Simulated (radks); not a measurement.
**Numerical settings for B**

Aim: see which numerical settings matter for neutral boron. Each run changes a setting or two against a run with the defaults. The defaults are a mesh step of 0.008 in ln r, a mesh end at 40 bohr or more, Anderson mixing 0.5 over 9 steps and a tight residual threshold, with the energy settled to 1e-9 hartree as well; every run has a cap on iterations.

The numbers are computed with radks (a radial shooting solver on a logarithmic mesh, Libxc functionals) version 1 (non-relativistic Kohn-Sham, r2SCAN, spin-polarised, spherical densities, point nucleus; open shells are filled with parallel spins first), except any that are marked as measured or tabulated.

## 1. What is computed

* element: boron (Z = 5)
* charge: 0
* electrons: 5
* configuration: [He] 2s2 2p1

Outer shells as boxes (Hund's rule):

B
```
[He] core
2s [↑↓]
2p [↑ ][  ][  ]
```

In the logs a row gives level, spin channel, occupation and eigenvalue; Etot, Ekin, Encl (electron-nucleus), Eh (Hartree) and Exc are energies, all in hartree; err is the last residual, it the number of iterations.

## 2. Default settings

Settings of this run:

```text
Z 5
configuration [He] 2s2 2p1
relativity non-relativistic
functional r2scan,r2scan
spin polarised
nucleus point
max_iterations 90
```

The run is started by

```sh
$ python run_ks.py task.json out
```

All runs below come from this command, one after another.

Output:

```text
1s      1   1.0000          -6.75370067
2s      1   1.0000          -0.38633917
2p      1   1.0000          -0.14813847
1s      2   1.0000          -6.74133333
2s      2   1.0000          -0.32472682
2p      2   0.0000          -0.09486687
Etot -24.621544843511685
Ekin 24.52653741181414
Encl -56.88765695463804
Eh 11.57041895149306
Exc -3.8308442521808455
err 5.397353503778888e-07
it 11
```

Run time: 0.08 s. Hardware: 1 thread of Arm Neoverse V1, shared host; peak memory 0.25 GiB.

The top filled level is 2p up, -4.031 eV.

From the orbitals of this run (lengths in bohr):

```csv
level,occupation,energy (eV),<r>,outermost maximum (interpolated),90 % within,nodes
1s up,1,-183.78,0.3284,0.211,0.590,0
1s down,1,-183.44,0.3276,0.211,0.588,0
2s up,1,-10.513,1.943,1.51,3.09,1
2s down,1,-8.836,1.988,1.54,3.18,1
2p up,1,-4.031,2.242,1.59,3.81,0
2p down,0,-2.581,2.306,1.66,3.90,0
```

The radial density on a logarithmic grid:

```csv
r (bohr),4πr²ρ (e/bohr)
0.0111,0.1001
0.0154,0.1848
0.0212,0.3308
0.0292,0.5792
0.0402,0.9843
0.0559,1.624
0.0769,2.501
0.106,3.565
0.146,4.577
0.203,5.103
0.279,4.676
0.384,3.328
0.529,1.778
0.734,0.9569
1.01,1.100
1.39,1.456
1.92,1.327
2.64,0.7613
3.67,0.2517
5.05,0.04719
6.95,0.004721
```

## 3. Mesh step in ln r 0.012

Settings, as their differences from step 2:

```diff
@@ -6,2 +6,3 @@
 nucleus point
+mesh_step 0.012
 max_iterations 90
```

Output:

```text
1s      1   1.0000          -6.75370057
2s      1   1.0000          -0.38633914
2p      1   1.0000          -0.14813845
1s      2   1.0000          -6.74133322
2s      2   1.0000          -0.32472691
2p      2   0.0000          -0.09486693
Etot -24.621544841017243
Ekin 24.52653791007574
Encl -56.88765750972412
Eh 11.57041904438013
Exc -3.8308442857489924
err 5.336073579239282e-07
it 11
```

Run time: 0.05 s. Hardware: 1 thread of Arm Neoverse V1, shared host; peak memory 0.25 GiB.

Change of E against the default run: under 1e-4 mhartree.

## 4. Mesh step in ln r 0.12

Settings, as their differences from step 3:

```diff
@@ -6,3 +6,3 @@
 nucleus point
-mesh_step 0.012
+mesh_step 0.12
 max_iterations 90
```

Output:

```text
Etot None
Ekin -1.4612293007106797e+52
Encl -3.311121603503674e+48
Eh 9.364364806325331e+94
Exc None
err None
it 2
```

Hardware: 1 thread of Arm Neoverse V1, shared host.

At least one occupied level has no bound solution here (a level that could not be solved has no row), so no value is taken from this run.

## 5. Mesh step in ln r 0.02

Settings, as their differences from step 4:

```diff
@@ -6,3 +6,3 @@
 nucleus point
-mesh_step 0.12
+mesh_step 0.02
 max_iterations 90
```

Output:

```text
1s      1   1.0000          -6.75370121
2s      1   1.0000          -0.38633939
2p      1   1.0000          -0.14813863
1s      2   1.0000          -6.74133480
2s      2   1.0000          -0.32472603
2p      2   0.0000          -0.09486650
Etot -24.62154481353854
Ekin 24.52653234372151
Encl -56.88765016383675
Eh 11.57041679887322
Exc -3.8308437922965215
err 4.778457877070257e-07
it 11
```

Wall time 0.04 s (1 thread of Arm Neoverse V1, shared host); peak memory 0.25 GiB.

Change of E against the default run: under 1e-4 mhartree.

## 6. Mesh end (bohr) 400

Settings, as their differences from step 5:

```diff
@@ -6,3 +6,3 @@
 nucleus point
-mesh_step 0.02
+mesh_end 400
 max_iterations 90
```

Output:

```text
1s      1   1.0000          -6.75370059
2s      1   1.0000          -0.38633917
2p      1   1.0000          -0.14813846
1s      2   1.0000          -6.74133326
2s      2   1.0000          -0.32472686
2p      2   0.0000          -0.09486688
Etot -24.621544843384754
Ekin 24.526537763551904
Encl -56.88765743125227
Eh 11.570419110594033
Exc -3.8308442862784187
err 5.393942886334969e-07
it 11
```

It took 0.08 s on 1 thread of Arm Neoverse V1, shared host; peak memory 0.25 GiB.

Change of E against the default run: under 1e-4 mhartree.

## 7. Mesh end (bohr) 1

Settings, as their differences from step 6:

```diff
@@ -6,3 +6,3 @@
 nucleus point
-mesh_end 400
+mesh_end 1
 max_iterations 90
```

Output:

```text
1s      1   1.0000          -2.78369239
2s      1   1.0000          10.92153505
2p      1   1.0000           7.42365900
1s      2   1.0000          -2.58361114
2s      2   1.0000          11.05748143
2p      2   0.0000           7.70278389
Etot 1.2196164198095385
Ekin 71.61908328916638
Encl -88.77805903689485
Eh 25.286068213070145
Exc -6.907476045532144
err 7.167367763856005e-08
it 10
```

Run time: 0.05 s. Hardware: 1 thread of Arm Neoverse V1, shared host; peak memory 0.25 GiB.

At least one occupied level has no bound solution here (a level that could not be solved has no row), so no value is taken from this run.

## 8. Residual threshold 1e-13

Settings, as their differences from step 7:

```diff
@@ -6,3 +6,3 @@
 nucleus point
-mesh_end 1
+threshold 1e-13
 max_iterations 90
```

Output:

```text
1s      1   1.0000          -6.75370071
2s      1   1.0000          -0.38633916
2p      1   1.0000          -0.14813846
1s      2   1.0000          -6.74133334
2s      2   1.0000          -0.32472679
2p      2   0.0000          -0.33681529
Etot -24.62154484351175
Ekin 24.526537418460073
Encl -56.8876569583333
Eh 11.570418952163108
Exc -3.8308442558016313
err 3.01023157342108e-12
it 90
```

It took 0.44 s on 1 thread of Arm Neoverse V1, shared host; peak memory 0.25 GiB.

The cycle did not converge; nothing is taken from this run.

## 9. Residual threshold 0.01

Settings, as their differences from step 8:

```diff
@@ -6,3 +6,3 @@
 nucleus point
-threshold 1e-13
+threshold 0.01
 max_iterations 90
```

Output:

```text
1s      1   1.0000          -6.75370999
2s      1   1.0000          -0.38633259
2p      1   1.0000          -0.14813521
1s      2   1.0000          -6.74134677
2s      2   1.0000          -0.32473086
2p      2   0.0000          -0.09486289
Etot -24.621544842611414
Ekin 24.526552019354426
Encl -56.88766901821535
Eh 11.570416324469765
Exc -3.8308441682202576
err 3.996964429998501e-05
it 8
```

Wall time 0.06 s (1 thread of Arm Neoverse V1, shared host); peak memory 0.25 GiB.

Change of E against the default run: under 1e-4 mhartree.

## 10. Mixing 0.2

Settings, as their differences from step 9:

```diff
@@ -6,3 +6,3 @@
 nucleus point
-threshold 0.01
+mixing 0.2
 max_iterations 90
```

Output:

```text
1s      1   1.0000          -6.75370074
2s      1   1.0000          -0.38633916
2p      1   1.0000          -0.14813846
1s      2   1.0000          -6.74133338
2s      2   1.0000          -0.32472678
2p      2   0.0000          -0.09486686
Etot -24.62154484351178
Ekin 24.526537460508063
Encl -56.88765697725425
Eh 11.570418927217027
Exc -3.830844253982621
err 1.6755082347861852e-07
it 13
```

Run time: 0.09 s. Hardware: 1 thread of Arm Neoverse V1, shared host; peak memory 0.25 GiB.

Change of E against the default run: under 1e-4 mhartree.

## 11. Mixing history 1, mixing 0.8

Settings, as their differences from step 10:

```diff
@@ -6,3 +6,4 @@
 nucleus point
-mixing 0.2
+history 1
+mixing 0.8
 max_iterations 90
```

Output:

```text
1s      1   1.0000          -6.75370072
2s      1   1.0000          -0.38633910
2p      1   1.0000          -0.14813844
1s      2   1.0000          -6.74133341
2s      2   1.0000          -0.32472688
2p      2   0.0000          -0.09486682
Etot -24.621544843511646
Ekin 24.526537470935033
Encl -56.8876569796922
Eh 11.570418910339562
Exc -3.8308442450940374
err 5.557308918546541e-07
it 14
```

It took 0.09 s on 1 thread of Arm Neoverse V1, shared host; peak memory 0.25 GiB.

Change of E against the default run: under 1e-4 mhartree.

## 12. Mixing history 1, mixing 0.05

Settings, as their differences from step 11:

```diff
@@ -7,3 +7,3 @@
 history 1
-mixing 0.8
+mixing 0.05
 max_iterations 90
```

Output:

```text
1s      1   1.0000          -6.75292482
2s      1   1.0000          -0.38739566
2p      1   1.0000          -0.14959350
1s      2   1.0000          -6.74059659
2s      2   1.0000          -0.32645873
2p      2   0.0000          -0.33681529
Etot -24.62154344035957
Ekin 24.517937148044087
Encl -56.87904819285227
Eh 11.569892954684004
Exc -3.830325350235391
err 0.0048108878459098255
it 90
```

Run time: 0.49 s. Hardware: 1 thread of Arm Neoverse V1, shared host; peak memory 0.25 GiB.

Not converged, so its numbers are not used.

## 13. Mixing history 3

Settings, as their differences from step 12:

```diff
@@ -6,4 +6,3 @@
 nucleus point
-history 1
-mixing 0.05
+history 3
 max_iterations 90
```

Output:

```text
1s      1   1.0000          -6.75370091
2s      1   1.0000          -0.38633905
2p      1   1.0000          -0.14813838
1s      2   1.0000          -6.74133356
2s      2   1.0000          -0.32472676
2p      2   0.0000          -0.09486677
Etot -24.62154484351169
Ekin 24.526537745621138
Encl -56.88765712460064
Eh 11.570418780324713
Exc -3.8308442448568956
err 3.4775327551972724e-07
it 14
```

It took 0.09 s on 1 thread of Arm Neoverse V1, shared host; peak memory 0.25 GiB.

Change of E against the default run: under 1e-4 mhartree.

## 14. Iteration cap 8

Settings, as their differences from step 13:

```diff
@@ -6,3 +6,2 @@
 nucleus point
-history 3
-max_iterations 90
+max_iterations 8
```

Output:

```text
1s      1   1.0000          -6.75370286
2s      1   1.0000          -0.38633908
2p      1   1.0000          -0.14813879
1s      2   1.0000          -6.74133643
2s      2   1.0000          -0.32472895
2p      2   0.0000          -0.33681529
Etot -24.621544843466804
Ekin 24.526541260402105
Encl -56.88766142786543
Eh 11.570419792643262
Exc -3.8308444686467427
err 9.299043866628173e-06
it 8
```

Wall time 0.05 s (1 thread of Arm Neoverse V1, shared host); peak memory 0.25 GiB.

The cycle did not converge; nothing is taken from this run.

## 15. What came out

```csv
setting,mesh points,iterations,converged,change of E (mhartree),time
Default settings,2496,11,yes,0,0.08 s
mesh step in ln r 0.012,1664,11,yes,0,0.05 s
mesh step in ln r 0.12,167,2,no,-,-
mesh step in ln r 0.02,999,11,yes,0,0.04 s
mesh end (bohr) 400,2764,11,yes,0,0.08 s
mesh end (bohr) 1,2015,10,no,-,0.05 s
residual threshold 1e-13,2496,90,no,-,0.44 s
residual threshold 0.01,2496,8,yes,0,0.06 s
mixing 0.2,2496,13,yes,0,0.09 s
"mixing history 1, mixing 0.8",2496,14,yes,0,0.09 s
"mixing history 1, mixing 0.05",2496,90,no,-,0.49 s
mixing history 3,2496,14,yes,0,0.09 s
iteration cap 8,2496,8,no,-,0.05 s
```

In words: A zero stands for a change under the printed digits. No run that converges misses the default energy by more than 1 mhartree. Not converged or rejected: mesh step in ln r 0.12; mesh end (bohr) 1; residual threshold 1e-13; mixing history 1, mixing 0.05; iteration cap 8. A mesh that ends early acts as a hard wall.
